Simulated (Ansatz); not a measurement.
Run this with Ansatz 0.2.0, Python API and show what comes out.

Script `pd_run.py`:
```python
"""Slab calculation for Pd."""

import warnings

import ansatz as az
from ase import Atoms
from ase.build import surface
import numpy as np

warnings.simplefilter("ignore", az.DeckWarning)

atoms = Atoms(
    ["Pd"],
    scaled_positions=[
        [0.0, 0.0, 0.0],
    ],
    cell=[
        [-1.572281, 1.572281, 1.572281],
        [1.572281, -1.572281, 1.572281],
        [1.572281, 1.572281, -1.572281],
    ],
    pbc=True,
)
# Miller indices count the vectors of the cell as typed
slab = surface(atoms, (1, 1, 0), 6, vacuum=6.0)
slab.pbc = True

print(slab.get_chemical_formula(), "area {:.3f} A^2, cell height {:.2f} A".format(np.linalg.norm(np.cross(slab.cell[0], slab.cell[1])), slab.cell[2, 2]))


def prepared(structure):
    return (
        az.Crystal.from_ase(structure).calculation()
        .occupations(az.OccupationsMethod.FERMI_DIRAC, width=0.05)
        .functional("LDA")
    )


setup = (
    prepared(slab)
    .kpoints(4, 6, 1)
    .electric_field(axis=3, dipole_correction=True)
    .potential()  # keep the local potentials
    .forces()
)
out = setup.run(threads=1)
report = out.report

print(f"slab free energy {report['free_energy_ev']:.4f} eV, Fermi level {report['fermi_energy_ev']:.3f} eV")
for key, value in report["work_function"].items():
    if isinstance(value, float):
        print(f"{key:34s} {value:12.5f}")

# two faces, so half the excess energy for each
bulk = prepared(atoms).kpoints(10, 10, 10).run(threads=1).report
excess = report["free_energy_ev"] - bulk["free_energy_ev"] * len(slab) / len(atoms)
area = np.linalg.norm(np.cross(slab.cell[0], slab.cell[1]))
print(f"mean surface energy {excess / (2 * area) * 16.02177:.3f} J/m^2 ({1000 * excess / (2 * area):.1f} meV/A^2)")

print("z (A) and force along z (eV/A)")
for site, force in sorted(zip(out.lattice.sites, report["forces_ev_ang"]), key=lambda pair: pair[0].position_ang[2]):
    print(f"{site.symbol:3s} {site.position_ang[2]:8.3f} {force[2]:9.4f}")
```

```console
$ python pd_run.py
Pd6 area 12.111 A^2, cell height 18.42 A
RunWarning: efield: at this solve's end the planar-averaged density reaches 1.38e-5 e/Å³ inside the ramp window [0.8957, 0.1043] (bound 1e-5 e/Å³); the window's nearer edge stands 4.08 Å from this solve's nearest atom along the axis. Its work functions, free [...]
RunWarning: The output density's exchange-correlation potential varies sharply where the density is thin. Do not read a vacuum level from v_tot or v_xc, or from such a field of the output density. On a cell that repeats whose density bears no net charge and [...]
slab free energy -41063.4143 eV, Fermi level 4.542 eV
ramp_position                           0.95000
ramp_width                              0.10000
amplitude_v_ang                         0.00000
dipole_field_v_ang                      0.00001
dipole_moment_e_ang                     0.00001
phi_plus_ev                             5.16806
phi_minus_ev                            5.16826
vacuum_level_plus_ev                    9.70993
vacuum_level_minus_ev                   9.71014
flatness_plus_ev_ang                    0.00171
flatness_minus_ev_ang                   0.00113
ramp_density_extremum_e_ang3            0.00001
ramp_density_minimum_e_ang3            -0.00000
ramp_density_bound_e_ang3               0.00001
ramp_density_effective_e_ang3           0.00001
plane_spacing_ang                       0.14735
mean surface energy 2.230 J/m^2 (139.2 meV/A^2)
z (A) and force along z (eV/A)
Pd     6.000    1.3814
Pd     7.284    0.1071
Pd     8.568   -0.1769
Pd     9.851    0.1769
Pd    11.135   -0.1071
Pd    12.419   -1.3814
```
(Warnings from the package without file and line, shortened.)

What to keep in mind:
- Total energies depend on the potentials; only differences at equal settings carry meaning. A total without «per atom» is that of the cell as typed.
- The density doesn't vanish in the vacuum (a short gap or a low cutoff), which blurs the vacuum level.
- For a metal this k-point mesh is coarse: on a finer one energies can move by several to tens of meV an atom and pressures by half a GPa or more, differences at one mesh by less.
- An absolute Fermi energy rests on an arbitrary zero of the periodic potential and has no direct meaning.
- This isn't the structure that Pd takes at ambient conditions.
- The slab is thin and cut from the structure as given; a cut can leave two unlike or polar faces, and the surface energy is then their mean. Miller indices refer to the vectors of the cell as typed, and the lattice isn't relaxed for this functional, so relaxation and surface energy can hold strain.
- The script silences the warnings on its input, which a real study should read.
- Wall time of the script: 17 s on 1 thread of Arm Neoverse V2, with other jobs on the host, peak memory 0.53 GiB.
